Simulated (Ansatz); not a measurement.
# Al6N6O: the cost of one run

Computed with Ansatz 0.2.0 (DFT LDA, scalar-relativistic, plane waves, PAW, unless a step's input says otherwise).

11 further runs of the same task are left out: 11 set aside as unsound or not needed.

### Step 1. Starting point

The structure is hexagonal, space group P6_3mc (No. 186). The conventional cell has a = 3.089 Å, b = 3.089 Å, c = 4.943 Å, α = 90.00°, β = 90.00°, γ = 120.00°. Al (site symmetry 3m) is surrounded by 4 N at 1.88 to 1.89 Å. Around N (site symmetry 3m) lie 4 Al at 1.88 to 1.89 Å.

Coordinates:

```
CELL_PARAMETERS angstrom
3.08866 0.00000 0.00000
-1.54433 2.67486 0.00000
0.00000 0.00000 4.94303
ATOMIC_POSITIONS crystal
Al 0.33333 0.66667 0.00151
Al 0.66667 0.33333 0.50151
N 0.33333 0.66667 0.38349
N 0.66667 0.33333 0.88349
```

It is the result of an earlier relaxation at this level (volume 10.21 Å³/atom; gap on the mesh: 4.42 eV).

### Step 2. Plan of the line

Atoms count from 1 in the order of the input.

A guest moved over a lattice plane through the rigid host; the plane is (1 0 0) of the conventional cell, half-way across the widest gap between atomic layers, origin above Al4.

The axes are (1) place of O13 along a1: 8 values from 0.000 to 0.875, periodic; (2) place of O13 along a2: 8 values from 0.000 to 0.875, periodic.

Nothing else is relaxed (host rigid, guest held in the plane). Points are written as (first, second).

The two vectors of the plane (Å): (1.544, -2.675, 0.000); (0.000, 0.000, -4.943).

### Step 3. Point (0/8, 2/8) of the map's two axes

input.yaml reads:

```yaml
crystal:
  lattice:
    - [-4.6329859423, -2.6748556809, 0.0]
    - [-4.6329859423, 2.6748556809, 0.0]
    - [-3.0886572949, 0.0, -4.9430255845]
  atoms:
    - { symbol: Al, position: [0.3338353479, 0.0005020146, 0.9984939562] }
    - { symbol: Al, position: [0.0005020146, 0.6671686813, 0.9984939562] }
    - { symbol: Al, position: [0.6671686813, 0.3338353479, 0.9984939562] }
    - { symbol: Al, position: [0.5005020146, 0.8338353479, 0.4984939562] }
    - { symbol: Al, position: [0.1671686813, 0.5005020146, 0.4984939562] }
    - { symbol: Al, position: [0.8338353479, 0.1671686813, 0.4984939562] }
    - { symbol: "N", position: [0.4611646521, 0.1278313187, 0.6165060438] }
    - { symbol: "N", position: [0.1278313187, 0.7944979854, 0.6165060438] }
    - { symbol: "N", position: [0.7944979854, 0.4611646521, 0.6165060438] }
    - { symbol: "N", position: [0.6278313187, 0.9611646521, 0.1165060438] }
    - { symbol: "N", position: [0.2944979854, 0.6278313187, 0.1165060438] }
    - { symbol: "N", position: [0.9611646521, 0.2944979854, 0.1165060438] }
    - { symbol: O, position: [0.2504442021, 0.7505020146, 0.7484939562] }
total_charge: -2
basis:
  ecutwfc: 420
kpoints:
  mp_grid: { grid: [6, 6, 4] }
hamiltonian:
  xc: lda
  pseudopotentials: { kind: paw, azcp: { folder: soft_1 } }
scf:
  occupations: { method: gaussian, width: 0.05 }
output:
  forces: true
  stress: true
  eigenvalues: true
  write_density: true
  write_potential: true
  elf: true
  volumetric_format: npy
```

Started as:

```bash
$ ansatz run input.yaml --threads 4 --pin off --max-ram 8192MiB --backend cpu --events-out ev --progress --plain --runs-dir out
```

Q: Estimate wall time and peak memory on 4 threads of Intel Xeon Platinum 8259CL at 2.50GHz (Skylake/Cascade Lake), shared host.

About 17 s, with a peak of 0.64 GiB.
